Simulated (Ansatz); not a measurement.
CH5BSSi, SMILES C[SiH]1BS1, a rigid torsion scan

Computed with Ansatz 0.2.0 through its Python package.

`run_torsion.py`:
```python
"""Rigid torsion scan of CH5BSSi."""

import ansatz
from ase import Atoms

atoms = Atoms(["C", "Si", "B", "S", "H", "H", "H", "H", "H"], positions=[
    [-0.3839, 1.2113, 0.0666],
    [0.0179, -0.3895, -0.7082],
    [0.8513, -1.6512, 0.5664],
    [-0.9271, -1.8998, 0.082],
    [-0.654, 1.1126, 1.1153],
    [0.4157, 1.9776, -0.061],
    [-1.2993, 1.668, -0.4549],
    [0.407, -0.4989, -2.1369],
    [1.661, -1.5765, 1.5134],
])

# start the scan from a relaxed geometry
first = (
    ansatz.Crystal.molecule_from_ase(atoms).calculation()
    .basis(gaussian="cc-pVDZ")
    .functional("cam_b3lyp")
    .relax(force_tolerance=0.02, max_steps=80)
)
atoms.positions = first.run().report["positions_ang"]

start = atoms.get_dihedral(2, 1, 0, 4)
energies = {}
for turn in range(0, 121, 15):
    turned = atoms.copy()
    turned.set_dihedral(2, 1, 0, 4, start + turn, indices=[0, 4, 5, 6])
    base = (
        ansatz.Crystal.molecule_from_ase(turned).calculation()
        .basis(gaussian="cc-pVDZ")  # the orbital basis, by name
        .functional("cam_b3lyp")
    )
    energies[round((start + turn) % 360)] = base.run().report["free_energy_ev"]
floor = min(energies.values())
print("dihedral B2-Si1-C0-H4 (deg)   E - E(min) (eV)")
for angle, e in sorted(energies.items()):
    print(f"{angle:8d} {(e - floor):14.3f}  " + "#" * int(30 * (e - floor) / max(max(energies.values()) - floor, 1e-9)))
```

```console
$ python run_torsion.py
dihedral B2-Si1-C0-H4 (deg)   E - E(min) (eV)
       0          0.006  ###
      15          0.024  ##############
      30          0.042  ########################
      45          0.050  ##############################
      60          0.044  ##########################
      75          0.027  ################
      90          0.010  #####
     105          0.002  #
     345          0.000
```

The scan is rigid and the energies are electronic, in a modest basis. With rigid groups the curve can differ much from the relaxed path, the start wasn't checked as a minimum of this torsion, and equivalent turns needn't return to the same energy. Wall time of the script: 89 s on 1 thread of Arm Neoverse V1, with other jobs on the host, peak memory 0.29 GiB.
